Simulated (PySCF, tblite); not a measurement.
# C₅H₄BClO₂: geometry, infrared bands and NMR shifts

Aim: predict the infrared bands and NMR shifts of C₅H₄BClO₂ (`BCc1c(Cl)c(=O)c1=O`).

Programs: tblite 0.8.0 and PySCF 2.14.0, with density-fitted response routines of our own. Each step states its level of theory. These are calculated values for one molecule in the gas phase, unless marked as measured. Atoms count from 0, in the outputs and in this text.

## Step 1: Starting geometry

13 atoms, charge 0, multiplicity 1; geometry from: force field or distance geometry start.

Bonds of the start (Å): B0–C1 1.61, C1–C2 1.52, C2–C3 1.36, C3–Cl4 1.77, C3–C5 1.37, C5–O6 1.27, C5–C7 1.37, C7–O8 1.28, C7–C2 1.37, B0–H9 1.20, B0–H10 1.18, C1–H11 1.09, C1–H12 1.13.

## Step 2: Relaxing the molecule with GFN2-xTB

What the job is given:

```
{"job": {"kind": "relax", "xc": "GFN2-xTB", "basis": "xTB"}, "charge": 0, "multiplicity": 1}
B     -2.125700    -0.412100    -0.347800
C     -1.170300     0.761100     0.195600
C      0.268100     0.288400     0.096500
C      1.106400    -0.530400     0.784500
Cl     1.061500    -1.536100     2.242600
C      2.070900    -0.256100    -0.151600
O      3.269400    -0.649100    -0.258100
C      1.228700     0.579500    -0.842900
O      1.338800     1.276300    -1.906100
H     -1.619700    -1.080000    -1.204100
H     -2.710900    -1.012300     0.486000
H     -1.343700     1.648100    -0.408300
H     -1.377700     0.923300     1.296000
```

Run with:

```console
$ OMP_NUM_THREADS=1 python probes_run.py task.json out
```

This one command runs all jobs of the session in turn.

**Question.** This job is followed by: GFN2-xTB harmonic vibrations, gas phase; GIAO PBE0/pcSseg-1 NMR shielding, non-relativistic, gas phase. Predict these results of the whole session: strongest single infrared mode (GFN2-xTB); zero-point energy (GFN2-xTB); 13C shifts against TMS (PBE0/pcSseg-1); 1H shifts against TMS (PBE0/pcSseg-1, means over atoms taken as alike); 11B shifts against BF3·OEt2 (PBE0/pcSseg-1); 35Cl shifts against HCl (PBE0/pcSseg-1); 17O shifts against H2O (PBE0/pcSseg-1).

As calculated:

```
                                                              quantity                                 value
                             strongest single infrared mode (GFN2-xTB)                 1891 cm⁻¹, 590 km/mol
                                          zero-point energy (GFN2-xTB)                         47.8 kcal/mol
                                13C shifts against TMS (PBE0/pcSseg-1)  218.1, 202.0, 201.3, 196.0, 33.6 ppm
1H shifts against TMS (PBE0/pcSseg-1, means over atoms taken as alike)                        7.83, 3.34 ppm
                           11B shifts against BF3·OEt2 (PBE0/pcSseg-1)                              89.2 ppm
                               35Cl shifts against HCl (PBE0/pcSseg-1)                               250 ppm
                                17O shifts against H2O (PBE0/pcSseg-1)                      604.8, 590.2 ppm
```

What this shows: Relaxing lowered the energy by 1.916 eV in 77 steps; the close pair that moved most is C5–C7, from 1.373 to 1.544 Å. All 33 modes are real, so the xTB geometry is a minimum. The strongest single mode, at 1891 cm⁻¹, is spread over several atoms, C5, C7, O6, O8 among them. Unscaled tight-binding wavenumbers are off by several per cent, some by more. Its intensities can rank the bands wrongly. At PBE0/pcSseg-1: The largest span, 1214 ppm, is at O8, where the paramagnetic term is -668 ppm.
